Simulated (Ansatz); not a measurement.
# SnAs: the cost of one run

Program: Ansatz 0.2.0. Level of theory: DFT LDA, scalar-relativistic, plane waves, PAW. These are calculated values, not measurements.

The COD entry's cell or inner coordinates are ideal or old and differ from later refinements, so a difference from it is no clean test against experiment.

2 further runs of the same task are left out: 2 set aside as unsound or not needed.

### Step 1. The system as given

Symmetry: Fm-3m, No. 225, cubic system. The conventional cell has a = 5.672 Å, b = 5.672 Å, c = 5.672 Å, α = 90.00°, β = 90.00°, γ = 90.00°. Sn (site symmetry m-3m) has 6 As at 2.84 Å as nearest neighbours. As (site symmetry m-3m) is surrounded by 6 Sn at 2.84 Å.

Coordinates:

```
Sn As
1.0
     0.00000    2.83592    2.83592
     2.83592    0.00000    2.83592
     2.83592    2.83592    0.00000
Sn As
1 1
Direct
  0.00000 0.00000 0.00000
  0.50000 0.50000 0.50000
```

It is the result of an earlier relaxation at this level (volume 22.81 Å³/atom; gap on the mesh: none (metal)).

### Step 2. Relaxing at 3 GPa

At a set pressure the run lowers the enthalpy E + PV, so the energy alone may rise along the way.

The input, input.yaml:

```yaml
crystal:
  lattice:
    - [0.0, 2.8359207799, 2.8359207799]
    - [2.8359207799, 0.0, 2.8359207799]
    - [2.8359207799, 2.8359207799, 0.0]
  atoms:
    - { symbol: Sn, position: [0.0, 0.0, 0.0] }
    - { symbol: As, position: [0.5, 0.5, 0.5] }
basis:
  ecutwfc: 420
kpoints:
  mp_grid: { grid: [12, 12, 12] }
hamiltonian:
  xc: lda
scf:
  occupations: { method: fermi_dirac, width: 0.15 }
output:
  forces: true
  stress: true
  eigenvalues: true
relax:
  adjacent_minimum: "off"
  f_tol: 0.001
  max_steps: 60
  cell: { stress_tol: 0.02, p_target: 3.0 }
```

Run with:

```sh
> ansatz run input.yaml --threads 1 --pin off --max-ram 3072MiB --backend cpu --events-out ev --progress --plain --runs-dir out
```

Q: Estimate wall time and peak memory on 1 thread of Arm Neoverse V1, shared host.

About 18 s, with a peak of 0.36 GiB.
